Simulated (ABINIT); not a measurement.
Here is an ABINIT 10.8.3 (patched build) calculation.

Contents of run.abi:

```
# Pseudopotentials
pp_dirpath "./"
pseudos "Bi.GGA_PBE-JTH.xml, Te.GGA_PBE-JTH.xml"

# Structure
acell 3*1.0
rprim
     0.0000000000     6.1132640132     6.1132640132
     6.1132640132     0.0000000000     6.1132640132
     6.1132640132     6.1132640132     0.0000000000
ntypat 2
znucl 83 52
natom 2
typat 1 2
xred
     0.0000000000     0.0000000000     0.0000000000
     0.5000000000     0.5000000000     0.5000000000

# Plane-wave basis
ecut 26.0
pawecutdg 48.0
pawxcdev 0

# k points
kptopt 1
ngkpt 7 7 7
nshiftk 1
shiftk 0.0 0.0 0.0

# Exchange and correlation
ixc 23

# Bands and occupations
nband 15
occopt 3
tsmear 0.05 eV

# SCF cycle
nstep 100
tolvrs 1.0e-9

# Output
iomode 3
prtwf 0
prteig 0
prtebands 0
enunit 1
prtden 1
prtvha 1
prtvclmb 1
prtpot 1
```

Potentials or basis: JTH PAW PBE v2.0.

The run is started by

```bash
$ abinit run.abi > log 2>&1
```

Question: Estimate the band gap on the k mesh.

Answer: None (metal or under the smearing width).

Question: What does it give for the pressure?

Answer: -1.7 GPa.

Caveat: the PAW data sets were made with another functional, which shifts forces and pressure a little; spin-orbit coupling is left out, which moves the levels of the heavy elements.
